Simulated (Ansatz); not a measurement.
# One shape, several levels: singlet SnH2F+

We compute a comparison of 4 runs (PBE0/def2-TZVPP, revPBE/def2-TZVPP, MP2/def2-TZVPP, CCSD(T)/def2-TZVPP) of singlet SnH2F+. 

The calculation is run with Ansatz 0.2.0.

36 further runs of the same task are left out: 36 set aside as unsound or not needed.

**1. The structure to begin with**

The species is SnH2F+ (4 atoms), meant as a singlet with charge +1. SMILES of the parent species: `[F][SnH2]`. The coordinates come from a PBE0-D4/def2-TZVP relaxation. That shape belongs to the parent species and isn't relaxed for this state.

Bond lengths: F1–Sn2 1.932 Å, Sn2–H3 1.726 Å, Sn2–H4 1.726 Å. Angles: F1–Sn2–H3 103.3°, F1–Sn2–H4 103.3°, H3–Sn2–H4 113.3°.

**2. The energy at PBE0/def2-TZVPP (core potential) (run 1)**

run.yaml reads:

```yaml
crystal:
  periodic: [false, false, false]
  atoms:
    - {symbol: F, position_ang: [-1.552600, -0.190000, 0.640700]}
    - {symbol: Sn, position_ang: [0.028300, -0.242200, -0.468300]}
    - {symbol: H, position_ang: [1.184100, -1.054400, 0.524100]}
    - {symbol: H, position_ang: [0.395700, 1.426200, -0.716700]}
basis:
  gaussian: {orbitals: def2-TZVPP}
hamiltonian: {xc: {name: PBE0}}
output: {orbitals: {seedname: orbitals}}
total_charge: 1
accuracy: high
```

Started as:

```bash
$ ansatz run run.yaml --threads 1 --pin off --max-ram 3480MiB --events-out events.jsonl --progress --plain --runs-dir runs
```

Output:

```text
Warning: RAYON_NUM_THREADS=1 ignored (pool sized by the plan → 1); use --threads N
Functional definition: PBE0
  name "PBE0"
  parameter a = 0.25
  parameter kappa = 0.804
  parameter beta = 0.06672455060314922
  exchange = (1 - a)*pbe_x(kappa = kappa, mu = beta*pi^2/3) + a*exact_x
  correlation = pbe_c(beta = beta)
1918 factors; integrals over basis functions are off by at most 3.5e-9 eV
mean field evaluation 1: about -8556.0350 eV, gradient 9.7e1 eV
mean field evaluation 2: about -8312.8270 eV, gradient 2.5e2 eV
mean field evaluation 4: about -8569.6786 eV, gradient 1.7e1 eV
mean field evaluation 8: about -8570.1390 eV, gradient 3.6e-1 eV
mean field evaluation 16: about -8570.1342 eV, gradient 6.8e-5 eV
mean field -8570.13415009 eV, -314.9466209702 hartree, gradient 7.5e-8 eV, S^2 0.000000; 0 other end points of the search recorded, 0 dependent functions left out
reference -8570.13415271 eV, -314.9466210665 hartree; 16, 16 occupied and 93, 93 virtual orbitals, 1918 factors
Total energy: -8570.13415271 eV, -314.9466210665 hartree
```

Run time: 6.6 s. Hardware: 1 thread of Arm Neoverse V1, shared host; peak memory 0.29 GiB.

**3. The energy at revPBE/def2-TZVPP (core potential) (run 2)**

input.yaml reads:

```yaml
crystal:
  periodic: [false, false, false]
  atoms:
    - {symbol: F, position_ang: [-1.552600, -0.190000, 0.640700]}
    - {symbol: Sn, position_ang: [0.028300, -0.242200, -0.468300]}
    - {symbol: H, position_ang: [1.184100, -1.054400, 0.524100]}
    - {symbol: H, position_ang: [0.395700, 1.426200, -0.716700]}
basis:
  gaussian:
    orbitals: def2-TZVPP
output:
  orbitals: {seedname: orbitals}
accuracy: high
hamiltonian:
  xc: {name: revPBE}
total_charge: 1
```

Started as:

```bash
$ ansatz run input.yaml --threads 1 --pin off --max-ram 3480MiB --events-out events.jsonl --progress --plain --runs-dir runs
```

Output:

```text
Warning: RAYON_NUM_THREADS=1 ignored (pool sized by the plan → 1); use --threads N
Functional definition: revPBE
  name "revPBE"
  parameter kappa = 1.245
  parameter beta = 0.06672455060314922
  exchange = pbe_x(kappa = kappa, mu = beta*pi^2/3)
  correlation = pbe_c(beta = beta)
1918 factors; integrals over basis functions are off by at most 3.5e-9 eV
mean field evaluation 1: about -8555.8911 eV, gradient 1.1e2 eV
mean field evaluation 2: about -8263.9633 eV, gradient 2.4e2 eV
mean field evaluation 4: about -8569.7045 eV, gradient 4.4e1 eV
mean field evaluation 8: about -8573.3090 eV, gradient 6.2e-1 eV
mean field evaluation 16: about -8573.3028 eV, gradient 2.9e-4 eV
mean field -8573.30276773 eV, -315.0630655206 hartree, gradient 5.0e-8 eV, S^2 0.000000; 0 other end points of the search recorded, 0 dependent functions left out
reference -8573.30277250 eV, -315.0630656959 hartree; 16, 16 occupied and 93, 93 virtual orbitals, 1918 factors
Total energy: -8573.30277250 eV, -315.0630656959 hartree
```

Run time: 6 s. Hardware: 1 thread of Arm Neoverse V1, shared host; peak memory 0.25 GiB.

Run 3 isn't shown in full; the table further down has it.

**4. A single-point energy at CCSD(T)/def2-TZVPP (core potential) (run 4)**

molecule.yaml reads:

```yaml
basis:
  gaussian: {orbitals: def2-TZVPP}
crystal:
  periodic: [false, false, false]
  atoms:
    - {symbol: F, position_ang: [-1.552600, -0.190000, 0.640700]}
    - {symbol: Sn, position_ang: [0.028300, -0.242200, -0.468300]}
    - {symbol: H, position_ang: [1.184100, -1.054400, 0.524100]}
    - {symbol: H, position_ang: [0.395700, 1.426200, -0.716700]}
total_charge: 1
correlation: {method: ccsd_t, frozen_orbitals: {F: 1, H: 0, Sn: 4}}
accuracy: high
scf: {omitted_lower_state_checks: [cluster_reference, increment]}
```

Started as:

```bash
$ ansatz run molecule.yaml --threads 1 --pin off --max-ram 3480MiB --events-out events.jsonl --progress --plain --runs-dir runs
```

Output:

```text
Warning: RAYON_NUM_THREADS=1 ignored (pool sized by the plan → 1); use --threads N
[... 12 lines left out ...]
5 core orbitals not correlated: weight in the atoms' cores, before any rotation towards them, 1.000 or more for the frozen orbitals, at most 0.000 for the correlated occupied ones
[... 29 lines left out ...]
Total energy: -8551.07459458 eV, -314.2461952243 hartree
Checks for a lower state left out: cluster_reference, increment
```

Wall time 40 s (1 thread of Arm Neoverse V1, shared host); peak memory 0.87 GiB.

**5. Overview of the runs**

```csv
run,level,frozen core orbitals,energy (Eh),wall time
1,PBE0/def2-TZVPP (core potential),–,-314.946621,6.6 s
2,revPBE/def2-TZVPP (core potential),–,-315.063066,6 s
3,MP2/def2-TZVPP (core potential),5,-314.223393,4.5 s
4,CCSD(T)/def2-TZVPP (core potential),5,-314.246195,40 s
```

**6. Results**

| quantity | value |
| --- | --- |
| run 4: total energy | -314.24620 Eh |
| run 4: correlation energy (5 core orbitals frozen) | -580.4 mEh |
| run 4: (T) correction | -17.13 mEh |
| run 4: T1 diagnostic | 0.021 |

What this shows: Totals of different functionals can't be ranked against each other. All runs together took 57 s, the longest 40 s.
